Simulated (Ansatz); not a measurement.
# Ti4H3: one candidate structure

Aim: relax Ti4H3 from this start, structure listed in a database for this formula (P-42m, No. 111), and see where it ends.

Method: DFT r2SCAN, scalar-relativistic, plane waves, PAW, in Ansatz 0.2.0.

### Step 1. The structure to begin with

Symmetry: P-42m, No. 111, tetragonal system. The conventional cell has a = 4.221 Å, b = 4.221 Å, c = 4.369 Å, α = 90.00°, β = 90.00°, γ = 90.00°. Ti (site symmetry m) is surrounded by 3 H at 1.85 to 1.90 Å. H (site symmetry -42m) has 4 Ti at 1.90 Å as nearest neighbours. H (site symmetry -42m) has 4 Ti at 1.85 Å as nearest neighbours.

As a file:

```cif
data_structure
_symmetry_space_group_name_H-M 'P 1'
_symmetry_Int_Tables_number 1
_cell_length_a 4.2211
_cell_length_b 4.2211
_cell_length_c 4.3689
_cell_angle_alpha 90.000
_cell_angle_beta 90.000
_cell_angle_gamma 90.000
_cell_volume 77.84
loop_
_atom_site_label
_atom_site_type_symbol
_atom_site_fract_x
_atom_site_fract_y
_atom_site_fract_z
_atom_site_occupancy
Ti1 Ti 0.25549 0.25549 0.25972 1
Ti2 Ti 0.74451 0.74451 0.25972 1
Ti3 Ti 0.74451 0.25549 0.74028 1
Ti4 Ti 0.25549 0.74451 0.74028 1
H1 H 0.00000 0.00000 0.00000 1
H2 H 0.00000 0.00000 0.50000 1
H3 H 0.50000 0.50000 0.00000 1
```

### Step 2. Probe: one point at the start

The input, input.yaml:

```yaml
crystal:
  lattice:
    - [4.22111007, 0.0, 0.0]
    - [0.0, 4.22111007, 0.0]
    - [0.0, 0.0, 4.36890902]
  atoms:
    - { symbol: Ti, position: [0.25549103, 0.25549103, 0.25972063] }
    - { symbol: Ti, position: [0.74450897, 0.74450897, 0.25972063] }
    - { symbol: Ti, position: [0.74450897, 0.25549103, 0.74027937] }
    - { symbol: Ti, position: [0.25549103, 0.74450897, 0.74027937] }
    - { symbol: H, position: [0.0, 0.0, 0.0] }
    - { symbol: H, position: [0.0, 0.0, 0.5] }
    - { symbol: H, position: [0.5, 0.5, 0.0] }
basis:
  ecutwfc: 500
kpoints:
  mp_grid: { grid: [4, 4, 4] }
hamiltonian:
  xc: r2scan
scf:
  occupations: { method: gaussian, width: 0.1 }
  lower_state_search: "off"
output:
  forces: true
  stress: true
  eigenvalues: true
```

Started as:

```console
$ ansatz run input.yaml --threads 1 --pin off --max-ram 2560MiB --backend cpu --events-out ev --progress --plain --runs-dir out
```

The program printed, shortened:

```text
[...]
SCF converged after 7 iterations
Free energy (F): -10067.650382 eV
[...]
E sigma→0 (E₀):  -10067.640371 eV
Entropy (-TS):   -0.020022 eV (-2.860 meV/atom)
Fermi energy:    12.154588 eV
[...]
--- Forces (eV/Å), atoms counted from 1 ---
  atom   1  Ti    -0.02129546    -0.02129546    -0.00078076
  atom   2  Ti     0.02129546     0.02129546    -0.00078076
  atom   3  Ti     0.02129546    -0.02129546     0.00078076
  atom   4  Ti    -0.02129546     0.02129546     0.00078076
  atom   5  H      0.00000000     0.00000000     0.00000000
  atom   6  H     -0.00000000     0.00000000     0.00000000
  atom   7  H      0.00000000     0.00000000     0.00000000
[...]
--- Stress (GPa, compression-positive) ---
       -0.380541       0.000000       0.000000
        0.000000      -0.380541       0.000000
        0.000000       0.000000      -0.180876
  P = ⅓ Tr σ = -0.3140 GPa (-3.140 kbar)
--- Band table (eV; the first three rows and the last of 18) ---
[...]
```

Run time: 8 s. Hardware: 1 thread of Arm Neoverse V2, shared host; peak memory 0.43 GiB.

Read-out: pressure -0.3 GPa, largest force 0.03 eV/Å, gap on this mesh none (metal). The gap decides the next run's mesh: 10×10×8 points.

### Step 3. Relaxing cell and atoms

Edit input.yaml of step 2 so:

```diff
@@ -16,3 +16,3 @@
 kpoints:
-  mp_grid: { grid: [4, 4, 4] }
+  mp_grid: { grid: [10, 10, 8] }
 hamiltonian:
@@ -21,3 +21,2 @@
   occupations: { method: gaussian, width: 0.1 }
-  lower_state_search: "off"
 output:
@@ -26 +25,10 @@
   eigenvalues: true
+  write_density: true
+  write_potential: true
+  elf: true
+  volumetric_format: npy
+relax:
+  adjacent_minimum: "off"
+  f_tol: 0.01
+  max_steps: 80
+  cell: { stress_tol: 0.05 }
```

Started as:

```console
$ ansatz run input.yaml --threads 1 --pin off --max-ram 2560MiB --backend cpu --events-out ev --progress --plain --runs-dir out
```

The program printed, shortened:

```text
Warning: RAYON_NUM_THREADS=1 ignored (pool sized by the plan → 1); use --threads N
[...]
Pseudopotentials: kind: paw
Pseudopotential: Ti, paw, valence charge 12, recommended cutoff 500 eV (meta_gga), Ti.paw.azcp
Pseudopotential: H, paw, valence charge 1, recommended cutoff 500 eV (meta_gga), H.paw.azcp
Functional definition: r2SCAN
[...]
Crystal: 7 atoms, lattice volume = 77.844 Å³
Basis set: ecut = 500 eV, 1975 PW (Γ), exchange–correlation on 128×128×128 points (64 copies of the dense FFT grid, shifted against one another)
Bands: 33, of which v1, the nominal top of the filled ones, is band 26 counted from 1 (25 counted from 0)
Symmetry: 8 space group operations
Space group: P-42m (ITA 111), of the structure as read, at distance tolerance 4.3e-5 Å
k-points: 105 of 800 (time reversal used)
[...]
--- Band table (eV; the first three rows and the last of 105) ---
[...]
--- Relaxed structure (3 steps of the walk, 3 accepted, 1 SCFs on fresh bases) ---
  F+E_penalty+E_count = -10067.62556332 eV   max|allowed force component| = 1.969e-3 eV/Å   (the final SCF, on the basis selected at the relaxed cell)
  cell:  # Å, volume = 77.6758 Å³
    - [4.211780968896113, -2.3799530554371247e-35, 0.0]
    - [-2.3799530554371247e-35, 4.211780968896113, 6.092679821919039e-33]
    - [0.0, 6.306010359486808e-33, 4.378789776867212]
  atoms:
    - { symbol: Ti, position: [0.2553480461909503, 0.2553480461909503, 0.26003619583950105] }
    - { symbol: Ti, position: [0.7446519538090497, 0.7446519538090497, 0.26003619583950105] }
    - { symbol: Ti, position: [0.7446519538090497, 0.2553480461909503, 0.7399638041604989] }
    - { symbol: Ti, position: [0.2553480461909503, 0.7446519538090497, 0.7399638041604989] }
    - { symbol: H, position: [-3.669319730408521e-21, 0.0, 3.545187687171987e-21] }
    - { symbol: H, position: [-3.6693197304096155e-21, 0.0, 0.5] }
    - { symbol: H, position: [0.5, 0.5, 3.5451876871719866e-21] }
```

Run time: 3.2 min. Hardware: 1 thread of Arm Neoverse V2, shared host; peak memory 0.61 GiB.

The steps of the relaxation:

| step | energy from step 1 (eV/cell) | largest force component (eV/Å) | pressure (GPa) | volume (Å³) |
| --- | --- | --- | --- | --- |
| 1 | 0.0000 | 0.0179 | -0.27 | 77.84 |
| 2 | -0.0005 | 0.0108 | 0.26 | 77.53 |
| 3 | -0.0005 | 0.0019 | 0.01 | 77.68 |
| 4 | -0.0004 | 0.0020 | 0.01 | 77.68 |

Step 1 is the start. Step 4 repeats the geometry before it on a plane-wave basis chosen anew for that cell, so its energy need not be comparable with the rows above.

|  | before | after | change |
| --- | --- | --- | --- |
| a (Å) | 4.221 | 4.212 | -0.2 % |
| b (Å) | 4.221 | 4.212 | -0.2 % |
| c (Å) | 4.369 | 4.379 | +0.2 % |
| volume (Å³/atom) | 11.12 | 11.10 | -0.2 % |
| shortest distance (Å) | 1.849 | 1.849 | 0.0 % |
| space group (0.01 Å) | P-42m | P-42m | same |

Forces and stress were held to the start's 8 operations: a distortion of lower symmetry was not tested.

Density in a lattice plane of the grid's cell (edges 4.21 and 4.38 Å, at 0.255 of the third edge), which holds Ti.

Ten even steps from '0' (0.13 e/Å³) to '9' (9.78 e/Å³):
```
000000000000000000000000
000000000000000011111000
000000000000000234543100
000000000000001368875310
000000000000002479997410
000000000000001479986310
000000000000001246664200
000000000000000122321000
000000000000000000000000
000000000000000000000000
000000000000000000000000
000012322100000000000000
000246664210000000000000
001368997410000000000000
001479997420000000000000
001357886310000000000000
000134543200000000000000
000011111000000000000000
000000000000000000000000
000000000000000000000000
```
Columns run along the first of these edges and rows up along the second, over one cell in 24 and 20 even steps from the bottom left corner. Atoms in the plane (fractional): Ti at (0.26, 0.26), Ti at (0.74, 0.74).

ELF in the same plane.

Values, 12 rows by 12 columns:
```
0.17 0.31 0.32 0.31 0.33 0.32 0.18 0.12 0.33 0.41 0.29 0.10
0.08 0.27 0.46 0.52 0.47 0.27 0.08 0.41 0.62 0.50 0.60 0.33
0.07 0.25 0.51 0.60 0.53 0.25 0.08 0.54 0.40 0.06 0.46 0.48
0.09 0.30 0.49 0.56 0.54 0.32 0.09 0.44 0.56 0.38 0.60 0.40
0.18 0.32 0.31 0.30 0.36 0.37 0.17 0.16 0.43 0.54 0.42 0.14
0.28 0.18 0.09 0.08 0.09 0.18 0.30 0.18 0.09 0.08 0.09 0.18
0.18 0.14 0.42 0.54 0.43 0.16 0.17 0.37 0.36 0.30 0.31 0.32
0.09 0.40 0.60 0.38 0.56 0.44 0.09 0.32 0.54 0.56 0.49 0.30
0.07 0.48 0.46 0.06 0.40 0.54 0.08 0.25 0.53 0.60 0.51 0.25
0.08 0.33 0.60 0.50 0.62 0.41 0.08 0.27 0.47 0.52 0.46 0.27
0.17 0.10 0.29 0.41 0.33 0.12 0.18 0.32 0.33 0.31 0.32 0.31
0.28 0.19 0.10 0.08 0.10 0.20 0.31 0.20 0.10 0.08 0.10 0.19
```
Columns run along the first of these edges and rows up along the second, over one cell in 12 and 12 even steps from the bottom left corner. Atoms in the plane (fractional): Ti at (0.26, 0.26), Ti at (0.74, 0.74).

Both are smooth fields of the valence electrons: close to the nuclei they are not physical.

Outside the cores ELF peaks at 1.00 at H; 0.85 between the atoms, 1.8 Å from Ti.

### Step 4. Changing settings: mixing.algorithm msr1, mixing.beta 0.2, mixing.ndim 2

The input, input.yaml:

```yaml
crystal:
  lattice:
    - [4.2117809689, 0.0, 0.0]
    - [0.0, 4.2117809689, 0.0]
    - [0.0, 0.0, 4.3787897769]
  atoms:
    - { symbol: Ti, position: [0.2553480462, 0.2553480462, 0.2600361958] }
    - { symbol: Ti, position: [0.7446519538, 0.7446519538, 0.2600361958] }
    - { symbol: Ti, position: [0.7446519538, 0.2553480462, 0.7399638042] }
    - { symbol: Ti, position: [0.2553480462, 0.7446519538, 0.7399638042] }
    - { symbol: H, position: [0.0, 0.0, 0.0] }
    - { symbol: H, position: [0.0, 0.0, 0.5] }
    - { symbol: H, position: [0.5, 0.5, 0.0] }
basis:
  ecutwfc: 500
kpoints:
  mp_grid: { grid: [10, 10, 8] }
hamiltonian:
  xc: r2scan
scf:
  occupations: { method: gaussian, width: 0.1 }
  mixing: { algorithm: msr1, beta: 0.2, ndim: 2 }
output:
  forces: true
  eigenvalues: true
  stress: true
```

Started as:

```console
$ ansatz run input.yaml --threads 1 --pin off --max-ram 2560MiB --backend cpu --events-out ev --progress --plain --runs-dir out
```

The program printed, shortened:

```text
Warning: RAYON_NUM_THREADS=1 ignored (pool sized by the plan → 1); use --threads N
[...]
[... 4 set-up lines as earlier in the session ...]
[...]
Crystal: 7 atoms, lattice volume = 77.676 Å³
Basis set: ecut = 500 eV, 1975 PW (Γ), exchange–correlation on 128×128×128 points (64 copies of the dense FFT grid, shifted against one another)
Bands: 33, of which v1, the nominal top of the filled ones, is band 26 counted from 1 (25 counted from 0)
[... 2 set-up lines as earlier in the session ...]
k-points: 105 of 800 (time reversal used)
[...]
SCF converged after 10 iterations
Free energy (F): -10067.625563 eV
[...]
E sigma→0 (E₀):  -10067.614219 eV
Entropy (-TS):   -0.022689 eV (-3.241 meV/atom)
Fermi energy:    12.160752 eV
[...]
--- Forces (eV/Å), atoms counted from 1 ---
  atom   1  Ti     0.00181713     0.00181713     0.00192221
  atom   2  Ti    -0.00181713    -0.00181713     0.00192221
  atom   3  Ti    -0.00181713     0.00181713    -0.00192221
  atom   4  Ti     0.00181713    -0.00181713    -0.00192221
  atom   5  H      0.00000000    -0.00000000    -0.00000000
  atom   6  H     -0.00000000     0.00000000     0.00000000
  atom   7  H      0.00000000    -0.00000000    -0.00000000
[...]
--- Stress (GPa, compression-positive) ---
        0.006930      -0.000000      -0.000000
       -0.000000       0.006930       0.000000
       -0.000000       0.000000       0.011853
  P = ⅓ Tr σ = 0.0086 GPa (0.086 kbar)
--- Band table (eV; the first three rows and the last of 105) ---
[...]
```

It took 52 s on 1 thread of Arm Neoverse V2, shared host; peak memory 0.57 GiB.

| run | ending | energy change | pressure (GPa) | gap (eV) | force (eV/Å) | cycles | time |
| --- | --- | --- | --- | --- | --- | --- | --- |
| step 3 | converged | 0 | 0.0 | 0.00 | 0.00 | - | 3.2 min |
| variant | converged | 0.0 meV/atom | 0.0 | 0.00 | 0.00 | 10 | 52 s |

The changed mixing doesn't alter the result here (within 0.5 meV/atom).

### Step 5. Results

Formation energies count from the elements, computed with the same settings in runs not shown here.

| quantity | value |
| --- | --- |
| cell | a = 4.212 Å, b = 4.212 Å, c = 4.379 Å, α = 90.00°, β = 90.00°, γ = 90.00° |
| space group | P-42m (No. 111) |
| volume | 11.10 Å³/atom |
| gap on the mesh | none (metal) |
| formation energy from the elements | -0.328 eV/atom |

The space group stayed P-42m, and from the first guess the volume went from 11.12 to 11.10 Å³/atom. With -0.33 eV/atom it lies under the elements, which doesn't yet make it stable against other compounds of them.
